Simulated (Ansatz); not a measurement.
# HPbNO4 (P1) in Ansatz: single point with PBE

Aim: the single point of HPbNO4 with PBE.

All numbers are computed with Ansatz 0.2.0; they aren't measurements. Logs are shortened: lines on timing, memory, paths and dates and some standing lists are left out, and cuts for length are marked.

### 1 Starting point

The typed cell holds 7 atoms: a = 3.858 Å, b = 5.535 Å, c = 6.055 Å, α = 106.62°, β = 93.97°, γ = 90.45°.

The cell was built by a generator and needn't be a form met in nature.

### 2 Single point, PBE

File input.yaml:

```yaml
crystal:
  lattice:
    - [3.85404, 0.14384, 0.09012]
    - [-0.2532, 5.52698, 0.16471]
    - [-0.48197, -1.9272, 5.72025]
  atoms:
    - { symbol: H, position: [0.10913, 0.65718, 0.54463] }
    - { symbol: Pb, position: [0.61029, 0.52127, 0.151] }
    - { symbol: "N", position: [0.9158, 0.96263, 0.95867] }
    - { symbol: O, position: [0.01384, 0.13639, 0.88084] }
    - { symbol: O, position: [0.72398, 0.01057, 0.12858] }
    - { symbol: O, position: [0.00389, 0.73732, 0.87043] }
    - { symbol: O, position: [0.11927, 0.59324, 0.37651] }
hamiltonian:
  xc: pbe
  pseudopotentials: { kind: paw, level: accurate }
kpoints:
  mp_grid: { grid: [7, 5, 5] }
scf:
  occupations: { method: fermi_dirac, width: 0.05 }
output:
  forces: true
  stress: true
  eigenvalues: true
```

Potentials or basis: Ansatz PAW earlier set.

Run with:

```console
$ ansatz run input.yaml --threads 8 --pin off --max-ram 20480MiB --backend cpu --events-out ev --progress --plain --runs-dir out
```

Log:

```text
Warning: RAYON_NUM_THREADS=8 ignored (pool sized by the plan → 8); use --threads N
Engine: ansatz 0.2.0, x86_64-unknown-linux-gnu
Pseudopotentials: kind: paw, level: accurate
Pseudopotential: H, paw, valence charge 1, recommended cutoff 1000 eV (high), H.paw.azcp
Pseudopotential: Pb, paw, valence charge 22, recommended cutoff 700 eV (high), Pb.paw.azcp
Pseudopotential: N, paw, valence charge 5, recommended cutoff 900 eV (normal), N.paw.azcp#accurate
Pseudopotential: O, paw, valence charge 6, recommended cutoff 900 eV (normal), O.paw.azcp#accurate
Functional definition: PBE
  parameter kappa = 0.804
  parameter beta = 0.06672455060314922
  exchange = pbe_x(kappa = kappa, mu = beta*pi^2/3)
  correlation = pbe_c(beta = beta)
Crystal: 7 atoms, lattice volume = 123.553 Å³
Basis set: ecut = 1000 eV, 8865 PW (Γ), exchange–correlation on 80×120×128 points (8 copies of the dense FFT grid, shifted against one another)
Bands: 33, of which v1, the nominal top of the filled ones, is band 26 counted from 1 (25 counted from 0)
Symmetry: 1 space group operations
Space group: P1 (ITA 1), of the structure as read, at distance tolerance 5.0e-5 Å
k-points: 88 of 175 (time reversal used)
Non-local potential: H, projectors of the file, l = 0: 2, l = 1: 1, l = 2: 1
Non-local potential: Pb, projectors of the file, l = 0: 3, l = 1: 3, l = 2: 3, l = 3: 2
Non-local potential: N, projectors of the file, l = 0: 2, l = 1: 2, l = 2: 2, l = 3: 1, l = 4: 1
Non-local potential: O, projectors of the file, l = 0: 2, l = 1: 2, l = 2: 2, l = 3: 1
PAW form: soft (Blöchl's): semilocal exchange-correlation on the pseudo side does not see the compensation charge
PAW one-centre angular grid: H, 110 points (default); XC on 64 Gauss nodes
PAW one-centre angular grid: Pb, 590 points (default); XC on 64 Gauss nodes
PAW one-centre angular grid: N, 194 points (default); XC on 64 Gauss nodes
PAW one-centre angular grid: O, 194 points (default); XC on 64 Gauss nodes
Initial density: superposition of atomic densities (chi_scale 0.1, normalization cell, long waves kept (reshape's long-wave potential 0.25 eV rms))
Initial wavefunctions: pseudopotential atomic-orbital guess
Functional: x = pbe(κ = 0.804, μ = 0.2195149727645171), c = pbe(β = 0.06672455060314922)
SCF iter   1: F=—  HF=-17962.744967 eV  |F-HF|=—  |Δ(HF+E_count)|=         —  Δρ=1.00e-1  dr2=1.44e1  ethr=3.10e-3  ⟨swp⟩=7.1  Hψ=13497  notcnv=0  defer=3
preconditioner: auto → Resta (q_TF=auto, 2.362 Å⁻¹)  ε∞=2.7  [insulator: Δε(μ)=2.705 eV  Ē_g=17.089 eV  σ=0.050 eV  W_gap=1.00  n_scr=28 (ndim 8)  ℏωp=22.2 eV  f_vac=0.261  D(μ)=0.00/eV (n_scr^D=0)  ε∞_Penn≈2.7]
SCF iter   2: F=—  HF=-17958.656861 eV  |F-HF|=—  |Δ(HF+E_count)|=    4.09e0  Δρ=4.97e-2  dr2=1.68e0  ethr=3.10e-3  ⟨swp⟩=3.9  Hψ=7330  notcnv=0  defer=234
SCF iter   3: F=—  HF=-17958.245459 eV  |F-HF|=—  |Δ(HF+E_count)|=   4.11e-1  Δρ=1.99e-2  dr2=4.43e-1  ethr=3.10e-3  ⟨swp⟩=3.4  Hψ=5309  notcnv=0  defer=157
automatic band count: iteration 3 solves 32 bands in place of 33: the levels show a gap, and the empty bands left out lie too high to hold charge; the band table lists the bands solved (type scf.n_extra_bands for more)
SCF iter   4: F=—  HF=-17958.125349 eV  |F-HF|=—  |Δ(HF+E_count)|=   1.20e-1  Δρ=7.41e-3  dr2=5.18e-2  ethr=8.52e-4  ⟨swp⟩=3.4  Hψ=5013  notcnv=0  defer=87
automatic band count: iteration 4 solves 31 bands in place of 32: the levels show a gap, and the empty bands left out lie too high to hold charge; the band table lists the bands solved (type scf.n_extra_bands for more)
SCF iter   5: F=—  HF=-17958.120369 eV  |F-HF|=—  |Δ(HF+E_count)|=   4.98e-3  Δρ=3.63e-3  dr2=1.52e-2  ethr=9.96e-5  ⟨swp⟩=2.1  Hψ=5196  notcnv=0  defer=88
SCF iter   6: F=—  HF=-17958.118704 eV  |F-HF|=—  |Δ(HF+E_count)|=   1.66e-3  Δρ=1.39e-3  dr2=2.02e-3  ethr=2.92e-5  ⟨swp⟩=2.0  Hψ=4783  notcnv=0  defer=88
SCF iter   7: F=—  HF=-17958.119216 eV  |F-HF|=—  |Δ(HF+E_count)|=   5.12e-4  Δρ=8.00e-4  dr2=6.64e-4  ethr=3.88e-6  ⟨swp⟩=2.0  Hψ=4607  notcnv=0  defer=88
SCF iter   8: F=—  HF=-17958.119218 eV  |F-HF|=—  |Δ(HF+E_count)|=   1.64e-6  Δρ=2.16e-4  dr2=4.73e-5  ethr=1.28e-6  ⟨swp⟩=2.0  Hψ=4616  notcnv=0  defer=88
SCF iter   9: F=—  HF=-17958.119241 eV  |F-HF|=—  |Δ(HF+E_count)|=   2.35e-5  Δρ=6.66e-5  dr2=5.23e-6  ethr=9.09e-8  ⟨swp⟩=2.0  Hψ=4421  notcnv=0
automatic band count: iteration 9 solves 30 bands in place of 31: the levels show a gap, and the empty bands left out lie too high to hold charge; the band table lists the bands solved (type scf.n_extra_bands for more)
SCF iter  10: F=—  HF=-17958.119244 eV  |F-HF|=—  |Δ(HF+E_count)|=   2.88e-6  Δρ=4.69e-5  dr2=2.43e-6  ethr=1.01e-8  ⟨swp⟩=2.0  Hψ=4559  notcnv=0
SCF iter  11: F=—  HF=-17958.119244 eV  |F-HF|=—  |Δ(HF+E_count)|=   3.78e-7  Δρ=1.98e-5  dr2=4.32e-7  ethr=4.67e-9  ⟨swp⟩=2.0  Hψ=4505  notcnv=0
SCF iter  12: F=-17958.119244 eV  HF=-17958.119244 eV  |F-HF|=1.28e-9  |Δ(HF+E_count)|=   5.98e-8  Δρ=4.51e-6  dr2=2.57e-8  ethr=1.92e-10  ⟨swp⟩=7.7  Hψ=14277  notcnv=0
SCF 1 converged in 12 iterations: F = -17958.119244 eV  dr2 = 2.57e-8
SCF converged after 12 iterations
Free energy (F): -17958.119244 eV
Harris-Foulkes:  -17958.119244 eV  (|F-HF|=1.28e-9)
Internal energy: -17958.119244 eV  (E = F + TS)
E sigma→0 (E₀):  -17958.119244 eV
Fermi energy:    3.252624 eV
--- Per-component energies (eV) ---
  E_band       = -1086.869579
  E_kinetic    = 1971.446541
  E_local      = -9875.067353  (includes V_loc(G=0)·N_el)
  E_nonlocal   = 1592.665342
  E_hartree    = 3431.388638
  E_xc         = -695.355825
  E_vxc        = -839.122534  (∫ρ·V_xc dr)
  E_paw        = -11182.330277  (= ΣΔE_a, less E_core_relax)
  E_vpaw       = -799.567211  (= ΣTr[D̂ρ^β], less what the cores' own moments, if any, meet on the grid)
  E_core_relax = -0.005846  (the energy of the cores' relaxation)
  E_aug_tail   = 0.000086  (compensation charges beyond the density's cutoff)
  E_ewald      = -3200.860551
  E_smearing   = -0.000000  (= −TS)
  E_closure    = -0.000000  (closes the sum)
  Σ components = -17958.119244   (vs F -17958.119244, Δ=0.00e0)
--- Forces (eV/Å), atoms counted from 1 ---
  atom   1  H      0.00309959    -0.00104445    -0.02552451
  atom   2  Pb    -0.00330043     0.00029894    -0.00469506
  atom   3  N      0.00269931    -0.00426653    -0.00322870
  atom   4  O     -0.01389094    -0.04032568     0.01544051
  atom   5  O      0.02942146     0.00357761    -0.03403232
  atom   6  O     -0.01719615     0.04088313     0.02256879
  atom   7  O     -0.00085766     0.00088730     0.02944722
  max |Σ_I F_I| component: 2.48e-5 eV/Å
--- Stress (GPa, compression-positive) ---
       -0.020206       0.008174       0.082364
        0.008174      -0.111370       0.025580
        0.082364       0.025580      -0.062111
  P = ⅓ Tr σ = -0.0646 GPa (-0.646 kbar)
--- Band table (eV; the first three rows and the last of 88) ---
  k-point 0: bands = ["-136.0558", "-77.8337", "-77.7910", "-77.7382", "-23.9561", "-18.5618", "-18.3269", "-15.8009", "-13.3711", "-13.3565", "-13.3404", "-13.3110", "-13.2313", "-8.0853", "-5.8899", "-5.6810", "-5.5000", "-4.8625", "-1.3356", "-1.1133", "-0.4885", "-0.1868", "-0.0005", "0.2137", "0.9977", "1.2804", "5.1891", "6.0679", "7.5304", "7.7196"]
  k-point 1: bands = ["-136.0558", "-77.8337", "-77.7910", "-77.7382", "-23.9559", "-18.5619", "-18.3275", "-15.8011", "-13.3711", "-13.3565", "-13.3402", "-13.3110", "-13.2297", "-8.1128", "-5.8765", "-5.6754", "-5.4762", "-4.8129", "-1.4384", "-1.3069", "-0.4625", "-0.0409", "0.0953", "0.2100", "0.9842", "1.2894", "5.1443", "5.7958", "7.5233", "8.1832"]
  k-point 2: bands = ["-136.0558", "-77.8337", "-77.7910", "-77.7382", "-23.9557", "-18.5620", "-18.3283", "-15.8012", "-13.3711", "-13.3564", "-13.3400", "-13.3111", "-13.2271", "-8.1552", "-5.8619", "-5.6677", "-5.4391", "-4.7136", "-1.7812", "-1.3233", "-0.4272", "-0.0263", "0.1744", "0.3786", "0.9650", "1.3019", "5.0273", "5.5445", "7.5134", "8.8037"]
  k-point 87: bands = ["-136.0558", "-77.8337", "-77.7910", "-77.7385", "-23.9196", "-18.5566", "-18.3689", "-15.8029", "-13.3851", "-13.3724", "-13.3428", "-13.2647", "-13.0137", "-7.9023", "-6.2163", "-5.6520", "-5.5254", "-4.5853", "-3.3401", "-0.9635", "-0.6070", "-0.2073", "0.0831", "1.0537", "1.1982", "1.4475", "4.9471", "6.8175", "7.0944", "7.9229"]
```

Wall time 24 s (8 threads of Intel Xeon Platinum 8259CL at 2.50GHz (Skylake/Cascade Lake), shared host); peak memory 1.7 GiB.

What came out:

| Property | Result |
| --- | --- |
| Free energy | -17958.1192 eV |
| Pressure | -0.1 GPa |
| Largest force | 0.050 eV/Å |
| Band gap on the k mesh | 3.17 eV, indirect (least direct gap 3.25 eV) |

Forces on the atoms (eV/Å):
```
H    0.003 -0.001 -0.026
Pb  -0.003  0.000 -0.005
N    0.003 -0.004 -0.003
O   -0.014 -0.040  0.015
O    0.029  0.004 -0.034
O   -0.017  0.041  0.023
O   -0.001  0.001  0.029
```

Levels at points of the mesh, in eV from the valence-band top:
```csv
k point,band 22,band 23,band 24,band 25,band 26,band 27,band 28,band 29,band 30
"(0.00, 0.00, 0.00)",-1.87,-1.69,-1.47,-0.69,-0.40,3.50,4.38,5.85,6.03
```

Caveat: odd divisions of the mesh miss points on the zone boundary, where band edges often lie, so the gap on the mesh can be too wide; spin-orbit coupling is left out, which as a rule narrows the gap of such compounds by several tenths of an eV. A k mesh can miss the band edges.
